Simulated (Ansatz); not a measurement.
Runs of Ansatz 0.2.0 on Sc3Te. The structure is cubic, space group Fm-3m (No. 225). The conventional cell has a = 7.139 Å, b = 7.139 Å, c = 7.139 Å, α = 90.00°, β = 90.00°, γ = 90.00°. Sc (site symmetry -43m) has 4 Sc at 3.09 Å and 4 Te at 3.09 Å as nearest neighbours. Sc (site symmetry m-3m) has 8 Sc at 3.09 Å as nearest neighbours. Around Te (site symmetry m-3m) lie 8 Sc at 3.09 Å. The cell was built by a generator and needn't be a form met in nature.

| task | level | U | cell | hubbard projectors | double counting | gap on the mesh (eV) | pressure (GPa) | relaxed volume (Å³/atom) |
| --- | --- | --- | --- | --- | --- | --- | --- | --- |
| relaxation of cell and atoms | PBE+D3(BJ) | - | relaxed | - | - | none | 0.0 | 21.37 |
| single point | PBE+U | Sc d U = 2 eV | as given | ortho-atomic (the default) | fll (the default) | none | 3.7 | - |
| single point | PBE | - | as given | - | - | none | (b) | - |
| single point | PBE+U | Sc d U = 4 eV | as given | ortho-atomic (the default) | fll (the default) | none | (c) | - |
| relaxation of cell and atoms | PBE | - | relaxed | - | - | none | 0.0 | (a) |
| relaxation of cell and atoms | PBE+D4 | - | relaxed | - | - | none | 0.0 | 21.71 |
| single point | PBE+U | Sc d U = 8 eV | as given | ortho-atomic (the default) | fll (the default) | none | 17.0 | - |
| single point | PBE+U | Sc d U = 6 eV | as given | ortho-atomic (the default) | fll (the default) | none | 11.7 | - |

Alike in all rows: potentials or basis Ansatz PAW; no spin polarisation; k mesh 5 × 5 × 5; cutoff (eV) 420; smearing fermi-dirac 0.05 eV.

**Question.** Estimate the missing entries.

**Answer.** (a) 22.67; (b) -0.1; (c) 7.5.

Caveats: U without spin polarisation on a metal has little footing (some runs); the U is typed as a test and isn't derived for this compound (some runs); the plane-wave basis is chosen anew once the cell has moved, so the energies of steps on either side of that aren't comparable (some runs); pairwise dispersion overbinds metals, which lowers pressure and volume (some runs).

A k mesh can miss the band edges, and the runs leave out spin-orbit coupling on Te.

A gap of «none» marks a metal or a gap under the smearing width.

Not every run made on this cell is shown here.
